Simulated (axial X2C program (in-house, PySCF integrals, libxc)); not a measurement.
# A two-component session on SeGa⁻: properties at the nuclei

Wanted for SeGa⁻: properties at the nuclei, at the two-component level.

The runs use an in-house X2C program for linear molecules on PySCF integrals; two-component X2C with atomic mean-field terms, Se dyall-acv3z, Ga dyall-acv3z.

All values are calculated.

### Step 1. Input

Contents of task.json:

```json
{
 "zs": [
  34,
  31
 ],
 "q": -1,
 "bas": [
  "dyall-acv3z",
  "dyall-acv3z"
 ],
 "r0": 2.24,
 "levels": [
  "PBE0",
  "HF",
  "BHandHLYP",
  "PBE",
  "BP86"
 ],
 "nst": 3
}
```

Keys: zs atomic numbers; q charge; bas basis sets; r0 starting distance in Å; levels methods (HF also brings MP2); nst determinants followed.

Launch:

```bash
python soeom.py task.json out
```

Further steps of the session: Expectation values, lowest determinant; Expectation values, a higher determinant.

Before running it: what results should come out? Wanted: lowest determinant; qzz Se; qzz Ga; higher determinant; Eeff magnitude; Ws magnitude Se; A∥/gI Se (for each run or level that gives them).

**Answer**, as computed:

| quantity | value |
| --- | --- |
| lowest determinant | Ω = 0 (closed shell) |
| qzz Se (a.u.), PBE0 | 0.01 |
| qzz Ga (a.u.), PBE0 | -2.86 |
| higher determinant | Ω = 2 (excess of +ω over −ω: ω = 1/2, ω = 3/2) |
| Eeff magnitude (GV/cm), PBE0, higher determinant | 2.92 |
| Ws magnitude Se (kHz), PBE0, higher determinant | 0.0555 |
| A∥/gI Se (MHz), PBE0, higher determinant | 84.9 |
| qzz Se (a.u.), PBE0, higher determinant | 5.12 |

The expectation values come from single determinants, which for open shells can mix terms of unlike spin or miss the lowest Ω, so a determinant need not be a state. Eeff is the effective electric field on the electron dipole moment in this Ω state and Ws the scalar–pseudoscalar constant (defined with the proton number Z and per Ω); A∥ is the parallel hyperfine constant, which follows by multiplying with the nuclear g factor gI = μI/(I μN); qzz is the electric field gradient, eQq0 = 234.96 MHz × Q/barn × qzz. The operators were transformed with the bare-nucleus X2C matrices.
